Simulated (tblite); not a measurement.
# C5H14P2: the cost of one run

Programs: tblite 0.8.0 and PySCF 2.14.0, with density-fitted response routines of our own. Each step states its level of theory. These are calculated values for one molecule, in the gas phase or a continuum, unless marked as measured. Atoms are numbered from 0 throughout.

## (1) The starting structure

21 atoms, charge 0, multiplicity 1; geometry from: force field or distance geometry start.

Bonds of the start (Å): C0–P1 1.85, P1–C2 1.84, C2–C3 1.52, C3–P4 1.87, P4–C5 1.87, P4–C6 1.88, C0–H7 1.11, C0–H8 1.11, C0–H9 1.09, P1–H10 1.44, C2–H11 1.10, C2–H12 1.12, C3–H13 1.09, C3–H14 1.12, C5–H15 1.12, C5–H16 1.13, C5–H17 1.10, C6–H18 1.09, C6–H19 1.10, C6–H20 1.13.

## (2) Optimising the geometry with GFN2-xTB

What the job is given:

```
{"job": {"kind": "relax", "xc": "GFN2-xTB", "basis": "xTB"}, "charge": 0, "multiplicity": 1}
C      3.279200     0.587600     0.435700
P      1.992000    -0.703100     0.765700
C      1.006500    -1.131000    -0.728700
C     -0.142400    -0.146400    -0.895300
P     -1.302100    -0.162500     0.576200
C     -1.661800     1.620400     1.010300
C     -2.964600    -0.885900     0.076700
H      3.127100     1.044400    -0.564600
H      3.117200     1.403600     1.176400
H      4.271100     0.134900     0.532200
H      2.513700    -1.890800     1.402200
H      1.661200    -1.105200    -1.610500
H      0.599600    -2.167600    -0.587700
H     -0.657500    -0.379000    -1.823200
H      0.277900     0.895400    -0.939000
H     -2.463900     1.626800     1.786800
H     -0.745500     2.138100     1.414400
H     -2.026600     2.123000     0.098600
H     -2.970700    -1.971500     0.160600
H     -3.226500    -0.573200    -0.945700
H     -3.692600    -0.441000     0.813200
```

Run with:

```
OMP_NUM_THREADS=1 python probes_run.py task.json out
```

This one command runs all jobs of the session in turn.

**Question.** How long does this first job take on 1 thread of Arm Neoverse V2, shared host, and how much memory does it need?

About 1.3 s, with a peak of 0.18 GiB.
